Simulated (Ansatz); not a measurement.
**NHBr (quartet): wave-function methods side by side at distance Br1–H2 along a hydrogen transfer = 2.124 Å, cc-pVTZ**

Aim: climb from Hartree-Fock through coupled cluster and multireference methods for NHBr (quartet) at one geometry and basis, and see what each rung misses.

Method: cc-pVTZ, core rule «outside noble gas», up to 15 orbitals frozen; program: Ansatz 0.2.0, Gaussian basis.

To be run: UHF; CCSD(T) on ROHF; CCSD(T) on UHF; BCCD(T) on ROHF; CCSDT(Q) on ROHF; CCSDT(Q) on UHF; CASSCF and MRCISD+Q, 5 electrons in 5 orbitals; CASSCF and NEVPT2, 5 electrons in 5 orbitals; CASSCF and MRCISD+Q, 13 electrons in 9 orbitals; CASSCF and NEVPT2, 13 electrons in 9 orbitals.

## Step 1: What is computed

The geometry derives from fragments relaxed apart (PBE0/def2-TZVP) and kept rigid, so it is no stationary point. A hydrogen atom is moved between rigid fragments. No spin-orbit coupling is included. The filled d shell of Br may be among the frozen orbitals whatever the setting's name suggests; the logs give the count.

3 atoms, charge 0, spin multiplicity 4.

Atoms are counted from 1 here; the program's logs count them from 0.

Bond lengths: H2–N3 1.040 Å.

## Step 2: UHF

in.yaml

```yaml
crystal:
  periodic: [false, false, false]
  atoms:
    - {symbol: Br, position_ang: [0.000000, 0.000000, -1.762667]}
    - {symbol: H, position_ang: [0.000000, 0.000000, 0.361333]}
    - {symbol: N, position_ang: [0.000000, 0.000000, 1.401333]}
basis:
  gaussian: {orbitals: cc-pVTZ}
magnetization: {spin_polarized: true, initial_magnetization: 3}
hamiltonian: {xc: hf}
output: {orbitals: {seedname: orbitals}}
```

Launch:

```bash
ansatz run in.yaml --threads 1 --pin off --events-out ev --progress --plain --max-ram 2816MiB --backend cpu
```

After this run come: CCSD(T) on ROHF; CCSD(T) on UHF; BCCD(T) on ROHF; CCSDT(Q) on ROHF; CCSDT(Q) on UHF; CASSCF and MRCISD+Q, 5 electrons in 5 orbitals; CASSCF and NEVPT2, 5 electrons in 5 orbitals; CASSCF and MRCISD+Q, 13 electrons in 9 orbitals; CASSCF and NEVPT2, 13 electrons in 9 orbitals.

Before running them: what should the planned runs give, taken together? Wanted: UCCSDT(Q) below the RHF energy; RMP2 from UCCSDT(Q); UMP2 from UCCSDT(Q); RCCSD from UCCSDT(Q); RCCSD(T) from UCCSDT(Q); UCCSD(T) from UCCSDT(Q); RCCSDT(Q) from UCCSDT(Q); NEVPT2 pair from UCCSDT(Q); MRCISD+Q pair from UCCSDT(Q).

As calculated:

| quantity | value |
| --- | --- |
| UCCSDT(Q) below the RHF energy | -9.2463 eV |
| RMP2 from UCCSDT(Q) | +1307.3 meV |
| UMP2 from UCCSDT(Q) | +1338.4 meV |
| RCCSD from UCCSDT(Q) | +308.5 meV |
| RCCSD(T) from UCCSDT(Q) | +42.6 meV |
| UCCSD(T) from UCCSDT(Q) | +38.9 meV |
| RCCSDT(Q) from UCCSDT(Q) | +5.3 meV |
| NEVPT2 pair from UCCSDT(Q) | +1296.8 meV |
| MRCISD+Q pair from UCCSDT(Q) | +157.4 meV |
| NEVPT2 valence from UCCSDT(Q) | +1805.2 meV |
| levels within 1 kcal/mol (43 meV) | RCCSD(T), UCCSD(T), BCCD(T), RCCSDT, UCCSDT, RCCSDT(Q) |
| T1 diagnostic | 0.022 |
| effectively unpaired electrons | 3.01 |

RCCSD(T) misses by +42.6 meV, 0.5 % of the correlation energy. One determinant dominates. Of the multireference levels listed MRCISD+Q valence comes nearest in total energy (+143.8 meV), which doesn't show that its space is the better one. These misses are within one basis, not against nature; the frozen cores of restricted and unrestricted runs differ, which can shift their rows.
